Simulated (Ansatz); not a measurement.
# Ni, space group Im-3m: a test of the smearing width

Program: the Python package of Ansatz (0.2.0).

Contents of `POSCAR`:
```text
Ni
1.0
  -1.38371547    1.38371547    1.38371547
   1.38371547   -1.38371547    1.38371547
   1.38371547    1.38371547   -1.38371547
Ni
1
Direct
   0.00000000    0.00000000    0.00000000
```

Typed at the interpreter:
```pycon
>>> import csv
>>> import ansatz as az
>>> from ase.io import read
>>> atoms = read("POSCAR", format="vasp")
>>> xtal = az.Crystal.from_ase(atoms).moments(Ni=1.5)
>>> calc = (
...     xtal.calculation()
...     .mixing("msr1", beta=0.2)
...     .kpoints(14, center="gamma")  # sampling of the Brillouin zone
...     .functional("pbesol")
...     .spin(az.SpinTreatment.COLLINEAR)
...     .forces()  # minus the gradient of the free energy
...     .stress()  # GPa
... )
>>> rows = []
>>> for value in [0.5, 0.3, 0.2, 0.1]:
...     rep = calc.occupations("fermi_dirac", width=value).run(threads=1, pin="off").report
...     rows.append((value, rep["free_energy_ev"] / len(rep["lattice"]["sites"]), rep["n_iterations"], sum(rep["stress_gpa"][i][i] for i in range(3)) / 3, max(abs(f) for row in rep["forces_ev_ang"] for f in row), rep["magnetization_mub"], rep["n_kpoints"]))
...
DeckWarning: basis.ecutwfc = 420 eV, auto-derived from the records' recommended cutoffs: set by Ni (normal level)
RunWarning: the starting moments were not kept: the SCF closed with an absolute magnetisation of 3.1e-6 μB, where they sum to 1.5 μB in size (1 site). That is at most 0.1 of that sum. Measured as dr2_m measures the in/out step, that magnetisation stands 2.5e-11 eV from none, at or under the dr2_threshold of 1.0e-7 eV: [...]
>>> with open("smear.csv", "w", newline="") as handle:
...     writer = csv.writer(handle)
...     writer.writerow(["width (eV)", "F/atom (eV)", "iterations", "P (GPa)", "max component (eV/A)", "moment (muB)", "k-points"])
...     writer.writerows([round(v, 5) if isinstance(v, float) else v for v in row] for row in rows)
...
86
>>> # differences from the last row
>>> for row in rows[:-1]:
...     shift = 1000 * (row[1] - rows[-1][1])
...     print(f"{row[0]}: {shift:+.2f} meV/atom" + ("  (within 2 meV)" if abs(shift) < 2 else ""))
...
0.5: -615.03 meV/atom
0.3: -233.58 meV/atom
0.2: -90.63 meV/atom
```

`smear.csv`, as written:
```csv
width (eV),F/atom (eV),iterations,P (GPa),max component (eV/A),moment (muB),k-points
0.5,-5805.50957,11,4.31937,0.0,-0.0,104
0.3,-5805.12812,12,-0.05263,0.0,-1e-05,104
0.2,-5804.98517,13,-1.86138,0.0,0.21147,104
0.1,-5804.89454,10,-2.60816,0.0,0.48464,104
```

Going from 0.1 to 0.5 eV changes F by -615.0 meV an atom. The report's estimate for zero width moves by -100.6 meV, so the entropy term explains only part of the change. The pressure moves from -2.61 to 4.32 GPa.

Reading the output:
- The SCF didn't keep the moments it started from (some shrank, vanished or turned); what is printed is the state reached.
- For a metal this k-point mesh is coarse: on a finer one energies can move by several to tens of meV an atom and pressures by half a GPa or more, differences at one mesh by less.
- The overall sign of a collinear moment is arbitrary, and semilocal functionals can give small moments to compounds that are paramagnetic.
- The smearing is wide enough that free energy and stress hold a thermal part of the electrons.
- Forces vanish by symmetry here and test nothing.
- The narrowest width needs the finest mesh, so the last row is no converged reference.
- Pressure is positive in compression.
- This isn't the structure that Ni takes at ambient conditions.
- Warnings are shown shortened and without file and line.
- It ran for 22 s on 1 thread of Intel(R) Xeon(R) Processor @ 2.30GHz, with other jobs on the host, peak memory 0.6 GiB.
